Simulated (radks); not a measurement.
**Nuclear size and the levels of Nd⁺**

Aim: how the total energy, the levels and the density at the nucleus of Nd⁺ respond when the nuclear radius is scaled.

Program: radks (a radial shooting solver on a logarithmic mesh, Libxc functionals) version 1. Level of theory: Dirac Kohn-Sham, PBE, spin-unpolarised, spherical densities, finite nucleus; open shells fill j = l - 1/2 first. These are calculated values, not measurements, unless marked.

**1. The atom as given**

```
element            : neodymium (Z = 60)
charge             : +1
electrons          : 59
configuration      : [Xe] 4f4 6s1
nuclear rms radius : 4.9123 fm
```

**2. rms radius 4.9123 fm**

The run's settings:

```text
Z 60
configuration [Xe] 4f4 6s1 5d0 6p0
relativity Dirac
functional pbe,pbe
spin unpolarised
j_filling energy
nucleus finite rms 4.9123 fm
c 137.035999084
```

**3. rms radius 4.0821 fm**

Settings, as their differences from step 2:

```diff
@@ -6,3 +6,3 @@
 j_filling energy
-nucleus finite rms 4.9123 fm
+nucleus finite rms 4.0821 fm
 c 137.035999084
```

**4. rms radius 4.6814 fm**

Settings, as their differences from step 3:

```diff
@@ -6,3 +6,3 @@
 j_filling energy
-nucleus finite rms 4.0821 fm
+nucleus finite rms 4.6814 fm
 c 137.035999084
```

**5. rms radius 5.1235 fm**

Settings, as their differences from step 4:

```diff
@@ -6,3 +6,3 @@
 j_filling energy
-nucleus finite rms 4.6814 fm
+nucleus finite rms 5.1235 fm
 c 137.035999084
```

**6. rms radius 5.7572 fm**

Settings, as their differences from step 5:

```diff
@@ -6,3 +6,3 @@
 j_filling energy
-nucleus finite rms 5.1235 fm
+nucleus finite rms 5.7572 fm
 c 137.035999084
```

What does the calculation give? Wanted: for each run, rms radius; total energy shift; density at nucleus; 1s1/2 shift; 2s1/2 shift; 5p1/2 shift; 6s1/2 shift; 6p1/2 shift.

The runs gave:

| rms radius (fm) | total energy shift (eV) | density at nucleus (e/bohr³) | 1s1/2 shift (meV) | 2s1/2 shift (meV) | 5p1/2 shift (meV) | 6s1/2 shift (meV) | 6p1/2 shift (meV) |
| --- | --- | --- | --- | --- | --- | --- | --- |
| 4.0821 | -4.04 | 4.727e+05 | -1674 | -208 | 0.153 | -0.148 | 0.0469 |
| 4.6814 | -1.18 | 4.585e+05 | -490 | -61.0 | 0.0448 | -0.0432 | 0.0140 |
| 4.9123 | 0 | 4.536e+05 | 0 | 0 | 0 | 0 | 0 |
| 5.1235 | 1.12 | 4.494e+05 | 464 | 57.8 | -0.0423 | 0.0411 | -0.0130 |
| 5.7572 | 4.70 | 4.379e+05 | 1947 | 242 | -0.177 | 0.172 | -0.0546 |

What this shows: Shifts are against the first run. Over the range the 1s1/2 level moves by 3.62 eV and the 6p1/2 level by -0.102 meV. A larger nucleus binds the 1s electrons less and lowers the density at its centre. These are shifts of eigenvalues, not the field shifts of spectral lines.
